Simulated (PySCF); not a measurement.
# C₃H₇NSi₂: NMR shifts, electronic excitations and K edges in gas and solvents, part 2 of 2

PySCF 2.14.0. Atoms count from 0.

## 7. Excited states and response: B3LYP/def2-SVPD in dichloromethane

The job: settings as JSON, then the geometry in Å.

```
{"job": {"kind": "uv", "xc": "B3LYP", "basis": "def2-SVPD", "solvent": "dichloromethane", "nstates": 6, "ntriplets": 0}, "charge": 0, "multiplicity": 1}
N     -2.329518     1.000246    -0.754072
C     -2.642387     0.141793     0.128768
Si    -1.420998    -0.902157     1.148428
C      0.249036    -0.441070     0.542633
C      1.324365    -0.086542     0.075082
Si     2.943533     0.436313    -0.622794
H     -1.305997     1.056123    -0.854516
H     -3.723863    -0.002606     0.320123
H     -1.548045    -0.591615     2.602652
H     -1.658571    -2.360985     0.942501
H      3.775151     1.032833     0.460989
H      2.706171     1.447147    -1.692746
H      3.635435    -0.752366    -1.197575
```

Method: TDDFT B3LYP/def2-SVPD, vertical, IEF-PCM dichloromethane (non-equilibrium linear response), core orbitals frozen in the response.

The program printed:

```text
coarse grid: 11912 points
cycle   1  E = -751.7859286748  dE =  2.839e-01  |g| = 4.300e-01  |ddm| = 7.498e+00
cycle   2  E = -751.7386596640  dE =  4.727e-02  |g| = 6.109e-01  |ddm| = 3.685e+00
cycle   3  E = -751.8310876472  dE = -9.243e-02  |g| = 1.323e-01  |ddm| = 2.403e+00
cycle   4  E = -751.8348474826  dE = -3.760e-03  |g| = 3.738e-02  |ddm| = 3.407e-01
cycle   5  E = -751.8351814592  dE = -3.340e-04  |g| = 1.235e-02  |ddm| = 6.590e-02
cycle   6  E = -751.8352109881  dE = -2.953e-05  |g| = 6.480e-03  |ddm| = 2.329e-02
cycle   7  E = -751.8352222645  dE = -1.128e-05  |g| = 5.494e-04  |ddm| = 1.090e-02
cycle   8  E = -751.8352223554  dE = -9.081e-08  |g| = 1.608e-04  |ddm| = 1.881e-03
final grid: 106072 points
cycle   9  E = -751.9392577131  dE = -1.668e-05  |g| = 2.778e-03  |ddm| = 1.063e-01
cycle  10  E = -751.9392561344  dE =  1.579e-06  |g| = 3.856e-03  |ddm| = 2.559e-02
cycle  11  E = -751.9392596052  dE = -3.471e-06  |g| = 8.630e-04  |ddm| = 1.487e-02
cycle  12  E = -751.9392597852  dE = -1.800e-07  |g| = 1.753e-04  |ddm| = 1.722e-03
cycle  13  E = -751.9392597904  dE = -5.158e-09  |g| = 1.095e-04  |ddm| = 4.052e-04
cycle  14  E = -751.9392597932  dE = -2.886e-09  |g| = 2.708e-05  |ddm| = 1.866e-04
cycle  15  E = -751.9392597935  dE = -2.035e-10  |g| = 4.081e-06  |ddm| = 5.868e-05
converged SCF energy = -751.9392597935

Static polarisability (au): isotropic 127.914, principal 94.983 120.771 167.986

Singlet excitations
state   eV       nm        f      main configurations
  1   4.4295    279.9   0.00001   H->L 0.93
  2   5.4450    227.7   0.04478   H->L+1 0.91
  3   5.4841    226.1   0.00390   H->L+2 0.42, H-1->L+1 0.25, H-2->L+2 0.13
  4   5.5662    222.7   0.00051   H-1->L+1 0.58, H->L+2 0.37
  5   5.7055    217.3   0.01130   H-2->L+1 0.39, H-1->L 0.34, H-1->L+2 0.21
  6   5.7466    215.8   0.00023   H-2->L 0.43, H-2->L+2 0.31, H->L+2 0.12
```

Wall time 14 s (1 thread of Intel Xeon 6975P-C, shared host); peak memory 0.81 GiB.

This run: HOMO -7.27 eV, LUMO -1.37 eV; lowest singlet 4.43 eV.

## 8. Core excitations: BHandHLYP/def2-SVPD+aug-pcX-1+pcseg-1

The job, as its differences from that of step 7:

```diff
@@ -1,2 +1,2 @@
-{"job": {"kind": "uv", "xc": "B3LYP", "basis": "def2-SVPD", "solvent": "dichloromethane", "nstates": 6, "ntriplets": 0}, "charge": 0, "multiplicity": 1}
+{"job": {"kind": "xas", "xc": "BHandHLYP", "basis": {"default": "aug-pcX-1", "H": "pcseg-1", "Si": "def2-SVPD"}}, "charge": 0, "multiplicity": 1}
 N     -2.329518     1.000246    -0.754072
```

With the program's defaults for keys left out, this is: core-valence-separated TDA BHandHLYP/aug-pcX-1 H:pcseg-1 Si:def2-SVPD, K edges, non-relativistic, gas phase.

The program printed:

```text
coarse grid: 11912 points
cycle   1  E = -751.7514554340  dE =  3.446e-01  |g| = 4.131e-01  |ddm| = 4.492e+00
cycle   2  E = -751.7568068011  dE = -5.351e-03  |g| = 4.429e-01  |ddm| = 1.403e+00
cycle   3  E = -751.8004543703  dE = -4.365e-02  |g| = 8.866e-02  |ddm| = 4.786e-01
cycle   4  E = -751.8020648190  dE = -1.610e-03  |g| = 3.627e-02  |ddm| = 1.173e-01
cycle   5  E = -751.8023606355  dE = -2.958e-04  |g| = 1.185e-02  |ddm| = 6.172e-02
cycle   6  E = -751.8023907245  dE = -3.009e-05  |g| = 5.178e-03  |ddm| = 1.839e-02
cycle   7  E = -751.8023979693  dE = -7.245e-06  |g| = 1.037e-03  |ddm| = 6.918e-03
final grid: 106072 points
cycle   8  E = -751.8790187106  dE = -4.222e-05  |g| = 1.990e-03  |ddm| = 3.064e-02
cycle   9  E = -751.8790187941  dE = -8.351e-08  |g| = 1.622e-03  |ddm| = 4.981e-03
cycle  10  E = -751.8790193643  dE = -5.702e-07  |g| = 6.664e-04  |ddm| = 2.387e-03
cycle  11  E = -751.8790194624  dE = -9.807e-08  |g| = 2.297e-04  |ddm| = 8.663e-04
cycle  12  E = -751.8790194762  dE = -1.387e-08  |g| = 3.091e-05  |ddm| = 2.438e-04
cycle  13  E = -751.8790194765  dE = -2.649e-10  |g| = 1.743e-05  |ddm| = 5.657e-05
converged SCF energy = -751.8790194765

C K edge
   eV          f      from atoms
  282.409   0.06035   C1
  282.468   0.08904   C4 C3
  282.501   0.01171   C3 C4
  282.505   0.07076   C3
  282.569   0.03057   C4
  285.931   0.00124   C3
  286.163   0.01002   C3 C4
  286.205   0.00133   C4 C3
  286.224   0.01338   C1
  286.513   0.01555   C4 C3
  286.540   0.00242   C3 C4
  286.568   0.00020   C4
  286.909   0.00768   C3
  287.065   0.01074   C4
  287.075   0.02646   C1
  287.106   0.00198   C1

N K edge
   eV          f      from atoms
  395.561   0.06213   N0
  400.231   0.01265   N0
  400.894   0.00257   N0
  400.993   0.00001   N0
  401.602   0.00356   N0
  401.789   0.01001   N0
  402.281   0.00271   N0
  402.289   0.00224   N0
```

Wall time 12 s (1 thread of Intel Xeon 6975P-C, shared host); peak memory 0.81 GiB.

## 9. Side by side: NMR shifts

Shifts (ppm) of some atoms, chosen among heavy atoms and hydrogens apart, with basis size and wall time:

```
                             run     C1     C4     C3     H6    H7     N0    Si2  functions  time
        PBE0/pcSseg-1 in acetone  193.1  122.1  113.9  12.81  9.11  437.6  -74.9        151  12 s
PBE0/pcSseg-1 in dichloromethane  192.3  122.0  113.7  12.87  9.09  440.0  -75.1        151  10 s
```

The continuum's effect on the ground state:

```
        solvent      ε  polarisation energy (Eh)  μ (D)
dichloromethane   8.93                   -0.0072   2.14
        acetone  20.49                   -0.0082   2.18
```

## 10. Run by run: electronic excitations

Excitations and ground-state properties, with basis size and wall time:

```
                               run  lowest singlet (eV)  brightest (eV)      f  gap (eV)  α (Å³)  μ (D)  functions  time
                   B3LYP/def2-SVPD                 4.33            5.23  0.034      5.77   14.84   1.83        184  20 s
        B3LYP/def2-SVPD in acetone                 4.45            5.47  0.040      5.92   19.53   2.33        184  15 s
B3LYP/def2-SVPD in dichloromethane                 4.43            5.45  0.045      5.90   18.95   2.28        184  14 s
```

The continuum's effect on the ground state:

```
        solvent      ε  polarisation energy (Eh)  μ (D)
dichloromethane   8.93                   -0.0069   2.28
        acetone  20.49                   -0.0079   2.33
```

## 11. Outcome

This closing draws on all 2 parts.

| quantity | value |
| --- | --- |
| rotational constants (main isotopes) | 4.77, 0.90, 0.77 GHz |
| 13C shifts against TMS (PBE0/pcSseg-1, acetone) | 193.1, 122.1, 113.9 ppm |
| 1H shifts against TMS (PBE0/pcSseg-1, acetone, means over atoms taken as alike) | 12.81, 9.11, 4.57, 4.27 ppm |
| 15N shifts against NH3 (PBE0/pcSseg-1, acetone) | 437.6 ppm |
| 29Si shifts against TMS (PBE0/pcSseg-1, acetone) | -74.9, -95.8 ppm |
| lowest singlet (B3LYP/def2-SVPD) | 4.33 eV (286 nm), f = 0.000 |
| brightest single state of those computed | state 2, 5.23 eV, f = 0.034 |
| surface potential, 1st and 99th percentile | -1.66 V and 1.40 V |
| C K edge | first line 282.41 eV, strongest 282.47 eV (f = 0.089) |
| N K edge | first line 395.56 eV, strongest 395.56 eV (f = 0.062) |
| range of the shift of N0 | 437.6 to 440.0 ppm |
| range of the lowest singlet | 4.33 to 4.45 eV |

What this shows: At PBE0/pcSseg-1: The largest span, 879 ppm, is at N0, where the paramagnetic term is -499 ppm. The first singlet state (HOMO→LUMO 0.89, HOMO→LUMO+2 0.11) lies at 4.33 eV and is dark; of the 6 states computed, the strongest absorption comes from state 2 at 5.23 eV. By nearest atom (B3LYP/def2-SVPD), the HOMO sits on N0 53 %; C1 12 % and the LUMO on N0 27 %; C1 26 %. At the C edge the strongest single line lifts a 1s electron of C4 into LUMO+1 (weight 0.78), 0.1 eV above the first line. At the N edge the strongest single line lifts a 1s electron of N0 into several orbitals, led by LUMO (weight 0.57), and it is the first line. Absolute edge energies from this method are off by several eV; spacings are better. In ppm, N0 moves most: its shift spreads over 2.4 ppm, from 437.6 (PBE0/pcSseg-1 in acetone) to 440.0 (PBE0/pcSseg-1 in dichloromethane). The lowest singlet runs from 4.33 eV (B3LYP/def2-SVPD) to 4.45 eV (B3LYP/def2-SVPD in acetone), while the orbital gap spans 5.77 to 5.92 eV. The lowest state need not be the same one in every run.
